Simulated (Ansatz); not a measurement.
**ZnIF (SMILES [F][Zn][I]): single points off equilibrium**

A test off equilibrium: a structure displaced at random from a GFN2-xTB minimum is computed at several levels, and each is set against CCSD(T).

Program: Ansatz 0.2.0, Gaussian basis. Level of theory: single points in def2-TZVPP. These are calculated values, not measurements.

Cores are frozen in the correlated methods. The 3s and 3p shells of Cu and Zn are frozen; filled d shells are correlated. Core potentials replace the inner electrons past krypton, and spin-orbit coupling is left out. B3LYP uses VWN-RPA correlation.

## 1. Starting geometry

SMILES `[F][Zn][I]`, 3 atoms, charge 0, spin multiplicity 1.

Atoms are counted from 1 here; the program's logs count them from 0.

Bond lengths: F1–Zn2 1.602 Å, Zn2–I3 2.311 Å. Angles: F1–Zn2–I3 140.8°.

Geometry (Å):

```
F    -1.4941    0.5448   -0.6802
Zn   -0.0379    0.4758   -0.0160
I     1.5044   -1.0592    0.7610
```

## 2. CCSD(T)/def2-TZVPP

Input file run/in.yaml:

```yaml
crystal:
  periodic: [false, false, false]
  atoms:
    - {symbol: F, position_ang: [-1.494100, 0.544800, -0.680200]}
    - {symbol: Zn, position_ang: [-0.037900, 0.475800, -0.016000]}
    - {symbol: I, position_ang: [1.504400, -1.059200, 0.761000]}
basis:
  gaussian: {orbitals: def2-TZVPP}
correlation: {method: ccsd_t, frozen_orbitals: {F: 1, I: 4, Zn: 9}}
output: {forces: true}
```

The command line of these runs was not kept.

## 3. PBE0-D4/def2-TZVPP

Changes to run/in.yaml since step 2:

```diff
@@ -8,3 +8,3 @@
   gaussian: {orbitals: def2-TZVPP}
-correlation: {method: ccsd_t, frozen_orbitals: {F: 1, I: 4, Zn: 9}}
-output: {forces: true}
+hamiltonian: {xc: pbe0, dispersion: d4}
+output: {forces: true, orbitals: {seedname: orbitals}}
```

## 4. wB97M-V/def2-TZVPP

Changes to run/in.yaml since step 3:

```diff
@@ -8,3 +8,3 @@
   gaussian: {orbitals: def2-TZVPP}
-hamiltonian: {xc: pbe0, dispersion: d4}
-output: {forces: true, orbitals: {seedname: orbitals}}
+hamiltonian: {xc: {name: wB97M-V}}
+output: {forces: true}
```

## 5. r2SCAN-D4/def2-TZVPP

Changes to run/in.yaml since step 4:

```diff
@@ -8,3 +8,3 @@
   gaussian: {orbitals: def2-TZVPP}
-hamiltonian: {xc: {name: wB97M-V}}
+hamiltonian: {xc: r2scan, dispersion: d4}
 output: {forces: true}
```

## 6. PBE-D4/def2-TZVPP

Changes to run/in.yaml since step 5:

```diff
@@ -8,3 +8,3 @@
   gaussian: {orbitals: def2-TZVPP}
-hamiltonian: {xc: r2scan, dispersion: d4}
+hamiltonian: {xc: pbe, dispersion: d4}
 output: {forces: true}
```

## 7. r2SCANh-D4/def2-TZVPP

Changes to run/in.yaml since step 6:

```diff
@@ -8,3 +8,3 @@
   gaussian: {orbitals: def2-TZVPP}
-hamiltonian: {xc: pbe, dispersion: d4}
+hamiltonian: {xc: {name: r2SCANh}, dispersion: d4}
 output: {forces: true}
```

## 8. B3LYP-D4/def2-TZVPP

Changes to run/in.yaml since step 7:

```diff
@@ -8,3 +8,3 @@
   gaussian: {orbitals: def2-TZVPP}
-hamiltonian: {xc: {name: r2SCANh}, dispersion: d4}
+hamiltonian: {xc: {name: B3LYP}, dispersion: d4}
 output: {forces: true}
```

(Steps that only read results are left out.)

**Question.** What will these runs give? Wanted: energy less free atoms, CCSD(T)/def2-TZVPP; RMS force component; RMS force error; HOMO and LUMO, PBE0-D4; T1 diagnostic.

The runs gave:

```
                                  quantity                                                                                               value
energy less free atoms, CCSD(T)/def2-TZVPP                                                                                       -536.6 kJ/mol
                       RMS force component                                                                2.335 to 2.537 eV/Å over the methods
                           RMS force error  PBE0-D4 0.063, wB97M-V 0.136, r2SCAN-D4 0.129, PBE-D4 0.151, r2SCANh-D4 0.132, B3LYP-D4 0.139 eV/Å
                    HOMO and LUMO, PBE0-D4                                                                                  -7.98 and -2.25 eV
                             T1 diagnostic                                                                                               0.014
```

**Reading.** Against CCSD(T) the functionals' energies less atoms differ by -42.5 to +13.6 kJ/mol, PBE-D4 by -31.5 kJ/mol. The reference is not at the basis limit: in triple zeta CCSD(T) underbinds, which counts against methods that bind more; the gaps are no ranking. The forces of PBE0-D4 come nearest to CCSD(T), those of PBE-D4 are farthest. Frozen-core CCSD(T) forces in triple zeta carry basis errors of their own, and this is one geometry, so small gaps rank nothing.
